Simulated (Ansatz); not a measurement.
**C2H7InO2S: how energies converge with the basis set**

An exercise on one series of results from a longer session: the logs are not shown, and one member is left open.

The runs use Ansatz 0.2.0, Gaussian basis; one geometry, several basis sets.

Plan: PBE0-D4/def2-SVP; ωB97M-V/def2-SVP; PBE0-D4/def2-QZVPP; ωB97M-V/def2-QZVPP; the functionals' def2-TZVPP values are taken from earlier runs.

### The relaxed structure

The geometry comes from an earlier relaxation with PBE0-D4 in a triple-zeta def2 set; it is a stationary point, not always the lowest conformer. In takes the def2 core potential; no spin-orbit term is included.

SMILES `C[O][In]([SH])[O]C`, 13 atoms, charge 0, spin multiplicity 1.

Atoms are counted from 1 here; the program's logs count them from 0.

Bond lengths: C1–O2 1.409 Å, C1–H7 1.097 Å, C1–H8 1.095 Å, C1–H9 1.097 Å, O2–In3 1.966 Å, In3–S4 2.362 Å, In3–O5 1.982 Å, S4–H10 1.345 Å, O5–C6 1.402 Å, C6–H11 1.095 Å, C6–H12 1.099 Å, C6–H13 1.099 Å. Angles: O2–C1–H7 111.7°, O2–C1–H8 108.1°, O2–C1–H9 113.4°, H7–C1–H8 107.8°, H7–C1–H9 107.7°, H8–C1–H9 107.9°, C1–O2–In3 121.1°, O2–In3–S4 123.3°, O2–In3–O5 114.0°, S4–In3–O5 122.8°, In3–S4–H10 92.0°, In3–O5–C6 122.0°, O5–C6–H11 108.4°, O5–C6–H12 113.0°, O5–C6–H13 112.8°, H11–C6–H12 107.3°, H11–C6–H13 107.3°, H12–C6–H13 107.8°.

Set-up of the first run:

Contents of in.yaml:

```yaml
crystal:
  periodic: [false, false, false]
  atoms:
    - {symbol: C, position_ang: [0.789556, -1.975513, 1.803954]}
    - {symbol: O, position_ang: [1.243881, -1.835269, 0.477737]}
    - {symbol: In, position_ang: [0.622888, -0.355524, -0.658115]}
    - {symbol: S, position_ang: [1.424911, 0.021389, -2.847386]}
    - {symbol: O, position_ang: [-0.770793, 0.774712, 0.182716]}
    - {symbol: C, position_ang: [-1.353154, 1.859548, -0.488617]}
    - {symbol: H, position_ang: [1.340564, -1.323520, 2.493179]}
    - {symbol: H, position_ang: [0.959157, -3.011734, 2.114696]}
    - {symbol: H, position_ang: [-0.279078, -1.759259, 1.922531]}
    - {symbol: H, position_ang: [0.618681, 1.085513, -3.011331]}
    - {symbol: H, position_ang: [-2.123634, 2.293721, 0.157596]}
    - {symbol: H, position_ang: [-1.842037, 1.570004, -1.429701]}
    - {symbol: H, position_ang: [-0.630931, 2.655942, -0.717259]}
basis:
  gaussian: {orbitals: def2-SVP}
hamiltonian: {xc: pbe0, dispersion: d4}
output: {orbitals: {seedname: orbitals}}
```

The run is started by

```console
ansatz run in.yaml --threads 2 --pin off --events-out ev --progress --plain --max-ram 22528MiB --backend cpu
```

Steps of the session up to this table: PBE0-D4 in def2-SVP; ωB97M-V in def2-SVP; PBE0-D4 in def2-QZVPP; ωB97M-V in def2-QZVPP.

One of the session's tables, all rows but one given; the rest of the session is left out.

It belongs to the step «Functionals by basis». 

```
functional       basis  HOMO (eV)  LUMO (eV)
   PBE0-D4    def2-SVP      -7.41      -1.58
   PBE0-D4  def2-TZVPP      -7.59      -1.76
   PBE0-D4  def2-QZVPP      -7.63      -1.83
   ωB97M-V    def2-SVP      -9.74       0.39
   ωB97M-V  def2-TZVPP          ?          ?
   ωB97M-V  def2-QZVPP      -9.97      -0.09
```

**Question.** Estimate the row for ωB97M-V, def2-TZVPP.

**Answer.** HOMO (eV): -9.93; LUMO (eV): 0.12. In the column «HOMO (eV)» it lies between ωB97M-V, def2-QZVPP (-9.97) and ωB97M-V, def2-SVP (-9.74).
